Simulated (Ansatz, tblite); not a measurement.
# C27H24N2: a ladder of methods and basis sets

An exercise on one series of results from a longer session: the logs are not shown, and one member is left open.

The runs use Ansatz 0.2.0, Gaussian basis; as each input shows.

Levels to be run: GFN1-xTB, GFN2-xTB, PBE-D4/def2-TZVP, r2SCAN-D4/def2-TZVP, PBE-D4/def2-SVP, PBE0-D4/def2-SVP.

1 further run of the same task is left out (set aside as unsound or not needed).

**The relaxed structure**

The geometry is that of the singlet, from an earlier relaxation (PBE-D4/def2-SVP).

SMILES `CN(C)c1ccc(/C=C/c2ccc(/C=C/c3ccc(/C=C/C#N)cc3)cc2)cc1`, 53 atoms, charge 0, spin multiplicity 1.

Bond lengths: C1–N2 1.449 Å, C1–H30 1.105 Å, C1–H31 1.114 Å, C1–H32 1.114 Å, N2–C3 1.449 Å, N2–C4 1.380 Å, C3–H33 1.113 Å, C3–H34 1.114 Å, C3–H35 1.105 Å, C4–C5 1.427 Å, C4–C29 1.424 Å, C5–C6 1.391 Å, C5–H36 1.098 Å, C6–C7 1.419 Å, C6–H37 1.100 Å, C7–C8 1.454 Å, C7–C28 1.418 Å, C8–C9 1.367 Å and more. Angles: N2–C1–H30 109.4°, N2–C1–H31 112.1°, N2–C1–H32 112.2°, H30–C1–H31 107.7°, H30–C1–H32 107.7°, H31–C1–H32 107.4°, C1–N2–C3 119.9°, C1–N2–C4 120.1°, C3–N2–C4 120.0°, N2–C3–H33 112.0°, N2–C3–H34 112.2°, N2–C3–H35 109.5°, H33–C3–H34 107.4°, H33–C3–H35 107.7°, H34–C3–H35 107.8°, N2–C4–C5 121.3°, N2–C4–C29 121.5°, C5–C4–C29 117.1° and more.

PBE0-D4/def2-TZVP was run before; its log isn't repeated, and its numbers join the tables.

The first run:

Tight binding, by tblite at 300 K electronic temperature and without a spin-polarisation term:

```python
tblite.interface.Calculator('GFN1-xTB', numbers, positions, charge=0, uhf=0).singlepoint()
```

Tight binding, by tblite at 300 K electronic temperature and without a spin-polarisation term:

```python
tblite.interface.Calculator('GFN2-xTB', numbers, positions, charge=0, uhf=0).singlepoint()
```

start.molden holds the orbitals of an earlier run on this state, given as this run's starting guess.

in.yaml reads:

```yaml
crystal:
  periodic: [false, false, false]
  atoms:
    - {symbol: C, position_ang: [-9.646587, 0.874575, 0.281261]}
    - {symbol: N, position_ang: [-8.981933, -0.371514, -0.042728]}
    - {symbol: C, position_ang: [-9.766299, -1.547202, -0.361288]}
    - {symbol: C, position_ang: [-7.603317, -0.441903, -0.042531]}
    - {symbol: C, position_ang: [-6.802133, 0.697186, 0.269585]}
    - {symbol: C, position_ang: [-5.412914, 0.624530, 0.261953]}
    - {symbol: C, position_ang: [-4.722943, -0.574881, -0.052623]}
    - {symbol: C, position_ang: [-3.274273, -0.693476, -0.081841]}
    - {symbol: C, position_ang: [-2.356648, 0.278998, 0.201387]}
    - {symbol: C, position_ang: [-0.908216, 0.152383, 0.148276]}
    - {symbol: C, position_ang: [-0.231646, -1.032823, -0.244712]}
    - {symbol: C, position_ang: [1.158378, -1.087269, -0.288990]}
    - {symbol: C, position_ang: [1.964759, 0.030551, 0.056495]}
    - {symbol: C, position_ang: [3.412125, -0.085812, -0.023057]}
    - {symbol: C, position_ang: [4.334968, 0.876959, 0.275196]}
    - {symbol: C, position_ang: [5.781666, 0.754398, 0.179450]}
    - {symbol: C, position_ang: [6.443442, -0.419471, -0.278795]}
    - {symbol: C, position_ang: [7.829177, -0.486764, -0.356111]}
    - {symbol: C, position_ang: [8.643963, 0.614744, 0.021117]}
    - {symbol: C, position_ang: [10.096954, 0.595576, -0.041381]}
    - {symbol: C, position_ang: [10.888317, -0.441066, -0.450477]}
    - {symbol: C, position_ang: [12.307416, -0.363598, -0.474161]}
    - {symbol: N, position_ang: [13.483338, -0.319849, -0.501306]}
    - {symbol: C, position_ang: [7.988284, 1.785538, 0.476879]}
    - {symbol: C, position_ang: [6.597853, 1.852993, 0.553230]}
    - {symbol: C, position_ang: [1.290070, 1.214135, 0.454741]}
    - {symbol: C, position_ang: [-0.099681, 1.269078, 0.497557]}
    - {symbol: C, position_ang: [-5.526553, -1.702799, -0.355075]}
    - {symbol: C, position_ang: [-6.919119, -1.651979, -0.351682]}
    - {symbol: H, position_ang: [-10.740826, 0.733625, 0.218865]}
    - {symbol: H, position_ang: [-9.369628, 1.692602, -0.421772]}
    - {symbol: H, position_ang: [-9.407475, 1.224395, 1.311372]}
    - {symbol: H, position_ang: [-9.541373, -1.936208, -1.379646]}
    - {symbol: H, position_ang: [-9.591579, -2.378113, 0.359146]}
    - {symbol: H, position_ang: [-10.840657, -1.292694, -0.328203]}
    - {symbol: H, position_ang: [-7.276446, 1.655470, 0.517647]}
    - {symbol: H, position_ang: [-4.842960, 1.534127, 0.504483]}
    - {symbol: H, position_ang: [-2.905297, -1.693061, -0.370655]}
    - {symbol: H, position_ang: [-2.720852, 1.276234, 0.502041]}
    - {symbol: H, position_ang: [-0.809859, -1.925293, -0.526072]}
    - {symbol: H, position_ang: [1.653993, -2.020350, -0.601719]}
    - {symbol: H, position_ang: [3.772697, -1.070412, -0.367696]}
    - {symbol: H, position_ang: [3.978372, 1.859982, 0.626601]}
    - {symbol: H, position_ang: [5.851431, -1.294330, -0.584783]}
    - {symbol: H, position_ang: [8.296680, -1.414461, -0.718790]}
    - {symbol: H, position_ang: [10.600675, 1.523111, 0.279463]}
    - {symbol: H, position_ang: [10.453998, -1.399373, -0.780694]}
    - {symbol: H, position_ang: [8.594588, 2.654974, 0.776063]}
    - {symbol: H, position_ang: [6.115556, 2.775834, 0.911954]}
    - {symbol: H, position_ang: [1.868507, 2.108135, 0.731488]}
    - {symbol: H, position_ang: [-0.595544, 2.202381, 0.808526]}
    - {symbol: H, position_ang: [-5.031060, -2.655506, -0.602521]}
    - {symbol: H, position_ang: [-7.481409, -2.562317, -0.595474]}
basis:
  gaussian: {orbitals: def2-TZVP, fitting: {mean_field: def2-universal-jkfit}, initial_orbitals: start.molden}
hamiltonian: {xc: pbe, dispersion: d4}
scf: {omitted_lower_state_checks: [starts]}
output: {forces: true, orbitals: {seedname: orbitals}}
```

Run with:

```
ansatz run in.yaml --threads 2 --pin off --events-out ev --progress --plain --max-ram 32768MiB --backend cuda --devices 0, --max-vram 18GiB
```

Among the steps run: PBE-D4/def2-TZVP; r2SCAN-D4/def2-TZVP; PBE-D4/def2-SVP; PBE0-D4/def2-SVP.

One of the session's tables, all rows but one given; the rest of the session is left out.

It belongs to the step «Binding energy». 

```
              level  binding an atom (eV)
    PBE-D4/def2-SVP                 5.328
   PBE-D4/def2-TZVP                     ?
r2SCAN-D4/def2-TZVP                 5.077
   PBE0-D4/def2-SVP                 5.211
  PBE0-D4/def2-TZVP                 5.130
```

Q: Estimate the row for PBE-D4/def2-TZVP from the others.

**Answer.** binding an atom (eV): 5.250. In the column «binding an atom (eV)» it lies between PBE0-D4/def2-SVP (5.211) and PBE-D4/def2-SVP (5.328).

Caveats from the session: Free atoms were run apart at each level; binding is atoms less cluster, divided by the number of atoms, without zero-point or spin-orbit terms.
